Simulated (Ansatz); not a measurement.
# Tantalum, simple cubic: r²SCAN0 at the r²SCAN geometry

Aim: see what exact exchange does to the levels, and what it costs. Spin polarisation is left out. The geometry was relaxed under r²SCAN beforehand and is kept. Exact exchange is dear, so the k-mesh is coarse, and r²SCAN is run on the same mesh for comparison.

Computed with Ansatz 0.2.0 (DFT, plane waves (500 eV) with PBE-made PAW files, scalar-relativistic; functionals as named at each step, unless a step says otherwise).

**1. The system as given**

Symmetry: Pm-3m, No. 221, cubic system. The conventional cell has a = 2.725 Å, b = 2.725 Å, c = 2.725 Å, α = 90.00°, β = 90.00°, γ = 90.00°. Ta (site symmetry m-3m) is surrounded by 6 Ta at 2.72 Å.

Structure file:

```
Ta
1.0
     2.72487    0.00000    0.00000
     0.00000    2.72487    0.00000
     0.00000    0.00000    2.72487
Ta
1
Direct
  0.00000 0.00000 0.00000
```

**2. r²SCAN, coarse mesh**

The run with r²SCAN.

The input, input.yaml:

```yaml
crystal:
  lattice:
    - [2.7248734565, 0.0, 0.0]
    - [0.0, 2.7248734565, 0.0]
    - [0.0, 0.0, 2.7248734565]
  atoms:
    - { symbol: Ta, position: [0.0, 0.0, 0.0] }
hamiltonian:
  xc: r2scan
  pseudopotentials:
    kind: paw
    azcp:
      Ta: "pseudopotentials/Ta.paw.azcp"
basis:
  ecutwfc: 500
  fft_grid_basis: typed
kpoints:
  mp_grid: { grid: [6, 6, 6], shift: [0, 0, 0] }
magnetization:
  spin_polarized: false
scf:
  occupations: { method: fermi_dirac, width: 0.1 }
output:
  write_density: true
  write_potential: true
  elf: true
  volumetric_format: npy
```

Command:

```bash
> ansatz run input.yaml --threads 4 --pin off --max-ram 8192MiB --backend cpu --events-out ev --progress --plain --runs-dir out
```

**3. r²SCAN0 on the coarse mesh**

The run with r²SCAN0.

Edit input.yaml of step 2 so:

```diff
@@ -8,3 +8,3 @@
 hamiltonian:
-  xc: r2scan
+  xc: r2scan0
   pseudopotentials:
@@ -22,6 +22 @@
   occupations: { method: fermi_dirac, width: 0.1 }
-output:
-  write_density: true
-  write_potential: true
-  elf: true
-  volumetric_format: npy
```

(Steps that only read results are left out.)

Before running it: what results should come out? Wanted: r²SCAN: gap; r²SCAN0: gap; r²SCAN0: relative to bcc.

As calculated:

| quantity | value |
| --- | --- |
| r²SCAN: gap | none (levels filled in part) |
| r²SCAN0: gap | none (levels filled in part) |
| r²SCAN0: SCF cycles, exchange loops | 20, 2 |
| r²SCAN0: CPU time over that of r²SCAN | 9.2 |
| r²SCAN0: relative to bcc | +1304 meV/atom |

What this shows: Neither r²SCAN nor r²SCAN0 shows a clean gap on this mesh. The hybrid took 9.2 times as much CPU time as r²SCAN on the same settings. The exchange operator of r²SCAN0 was renewed in 2 outer loops. The dense-mesh value adds +27.7 meV/atom, the change that r²SCAN shows between the coarse mesh and its own dense run (not shown). Under r²SCAN0 it lies 1304 meV/atom above bcc (computed apart in the same way); on such meshes a few tens of meV are uncertain for metals. The total energies in the logs cannot be compared from one functional to another.
